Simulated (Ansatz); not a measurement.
Turn this script for Ansatz 0.2.0 through its Python package into the input file that the command-line program reads.

The script, `elastic_csgebr3.py`:
```python
"""Elastic constants of CsGeBr3."""

import ansatz
import numpy as np

lattice = ansatz.Lattice.of(
    [5.53332714, 0.0, 0.0],
    [0.0, 5.53332714, 0.0],
    [0.0, 0.0, 5.53332714],
)
sites = [
    ("Cs", [0.0, 0.0, 0.0]),
    ("Ge", [0.5, 0.5, 0.5]),
    ("Br", [0.5, 0.5, 0.0]),
    ("Br", [0.5, 0.0, 0.5]),
    ("Br", [0.0, 0.5, 0.5]),
]
crystal = ansatz.Crystal(lattice=lattice)
for symbol, position in sites:
    crystal = crystal.atom(symbol, position)

model = crystal.calculation()
model = model.functional("LDA")
model = model.basis(380)
model = model.accuracy("low").occupations(ansatz.OccupationsMethod.FIXED)
model = model.mixing("broyden", beta=0.1)
model = model.eigensolver("davidson", full_accuracy=True)
model = model.scf(tolerance=1e-06, max_iterations=150)
model = model.kpoints(4, 4, 4)
out = model.elastic(ansatz.ElasticMode.RELAXED_ION).run(threads=1)
elastic = out.elastic

print("C_ij (GPa), Voigt order xx yy zz yz xz xy")
for row in elastic.c_gpa:
    print(" ".join(f"{value:8.1f}" for value in row))
print("smallest eigenvalue of C:", round(elastic.stability.min_eigenvalue_gpa, 1), "GPa; stable:", elastic.stability.stable)
# averaged moduli need a positive definite tensor
if elastic.stability.min_eigenvalue_gpa > 0:
    m = elastic.moduli
    print(f"K = {m.k_hill_gpa:.1f}, G = {m.g_hill_gpa:.1f}, E = {m.youngs_gpa:.1f} GPa, Poisson ratio {m.poisson:.3f}, K/G = {m.k_hill_gpa / m.g_hill_gpa:.2f}")
```

```console
$ python elastic_csgebr3.py
DeckWarning: basis.ecutwfc = 380 eV is below the records' recommended 420 eV, and the density's cutoff is lower with it unless basis.ecutrho_ratio is high enough to keep the records' density cutoff: compare with a run at a higher cutoff
DeckWarning: elastic: scf.convergence.dr2_threshold = 1e-6 eV (typed) is looser than the 1e-10 eV advised at elastic.amplitude = 2e-3. Elastic constants divide stress differences by the amplitude, so a small SCF error in a stress becomes a large one in a constant, unseen in the output: at amplitude 2e-3 the clamped-ion constants of small cells erred by tens of per cent at 1e-7 eV and about one at 1e-10. Remove the key (the batch's default is 1e-13 eV) or set it to 1e-10 eV or tighter; if the [...]
DeckWarning: scf.convergence.dr2_threshold = 1e-6 eV is looser than this run's default, which is 1e-7 eV or tighter. The error in the forces grows as the threshold's square root, so leave the key out unless less accurate forces are enough
C_ij (GPa), Voigt order xx yy zz yz xz xy
    50.4      8.0      8.0     -0.0     -0.0     -0.0
     8.0     50.4      8.0     -0.0     -0.0     -0.0
     8.0      8.0     50.4     -0.0     -0.0     -0.0
    -0.0     -0.0      0.0      9.2     -0.0      0.0
     0.0      0.0     -0.0      0.0      9.2     -0.0
     0.0      0.0     -0.0      0.0      0.0      9.2
smallest eigenvalue of C: 9.2 GPa; stable: True
K = 22.1, G = 12.9, E = 32.5 GPa, Poisson ratio 0.255, K/G = 1.71
```
(Warnings from the package without file and line, shortened.)

`input.yaml`:
```yaml
crystal:
  lattice:
    - [5.53332714, 0.0, 0.0]
    - [0.0, 5.53332714, 0.0]
    - [0.0, 0.0, 5.53332714]
  atoms:
    - { symbol: Cs, position: [0.0, 0.0, 0.0] }
    - { symbol: Ge, position: [0.5, 0.5, 0.5] }
    - { symbol: Br, position: [0.5, 0.5, 0.0] }
    - { symbol: Br, position: [0.5, 0.0, 0.5] }
    - { symbol: Br, position: [0.0, 0.5, 0.5] }
accuracy: low
basis:
  ecutwfc: 380.0
kpoints:
  mp_grid:
    grid: [4, 4, 4]
hamiltonian:
  xc: lda
scf:
  max_iter: 150
  convergence:
    dr2_threshold: 1.0e-06
  mixing:
    algorithm: broyden
    beta: 0.1
  occupations:
    method: fixed
  eigensolver:
    kind: davidson
    full_accuracy: true
elastic:
  mode: relaxed_ion
```

These settings explore the input space; cutoff and mesh may be short of convergence. The cutoff lies under the one recommended for these potentials. Under the recommended cutoff a pressure can be off by several GPa, even in sign. A positive definite tensor excludes instabilities under uniform strain alone; phonons elsewhere in the zone can still be imaginary. This cell is a computed structure, which may not be the phase found in nature. The constants belong to the cell that was strained; where it wasn't relaxed first it may be under stress. It ran for 48 s on 1 thread of Intel(R) Xeon(R) Platinum 8488C (Sapphire Rapids) (shared host), peak memory 0.5 GiB.

(A comment or docstring line of the script was reworded after the run, the code is as it ran; lines on the test bed's own set-up are left out of the output.)
